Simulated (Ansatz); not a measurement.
**MgVOF2 under changes of volume**

One of the cells (12.617 Å³/atom); the others are scaled copies at fixed shape and fractional positions:

```
V Mg F O
1.0
     3.16162    0.00000    0.00000
    -0.00006    4.12384    0.00000
    -1.54556   -2.05397    4.83858
V Mg F O
1 1 2 1
Direct
  0.99774 0.00133 0.00144
  0.32893 0.32932 0.65603
  0.65521 0.16184 0.32244
  0.33937 0.84104 0.67979
  0.94958 0.45218 0.90280
```

The cell comes from a database or a generator and needn't be the stable form of this composition.

| Property | Result |
| --- | --- |
| Program | Ansatz 0.2.0 |
| Functional | PBE |
| Potentials or basis | Ansatz PAW |
| Cutoff | 420 eV (not typed: the program's choice for these potentials) |
| k mesh | 9 × 7 × 6 |
| Occupations | fermi-dirac, width 0.05 eV |
| Spin | collinear spin, ferromagnetic start |
| Starting moments | [2.0, 0.0, 0.0, 0.0, 0.0] μB |

| volume (Å³/atom) | energy over the lowest point (meV/atom) | pressure (GPa) | largest force (eV/Å) |
| --- | --- | --- | --- |
| 11.860 | ? | ? | ? |
| 12.112 | 1.05 | 1.8 | 0.375 |
| 12.365 | 0.00 | -0.4 | 0.253 |
| 12.617 | 2.26 | -2.4 | 0.213 |
| 12.869 | 7.52 | -4.2 | 0.277 |
| 13.122 | 15.44 | -5.8 | 0.352 |
| 13.374 | 25.77 | -7.3 | 0.421 |

Task: What does the run at 11.860 Å³/atom give?

Result: Energy over the lowest point 5.81 meV/atom; pressure 4.3 GPa; largest force 0.506 eV/Å.

Worked out: A Birch-Murnaghan fit of order 3 (a polynomial in V^(-2/3)) to the other rows has its minimum at 12.31 Å³/atom with B0 = V·E''(V) = 105 GPa and B' = 4.3 at fixed shape and positions, which overstates the stiffness. It gives 5.79 meV/atom at 11.860 Å³/atom, against the run's 5.81, and -dE/dV = 4.3 GPa, against 4.3.

Energies are extrapolated to zero smearing.
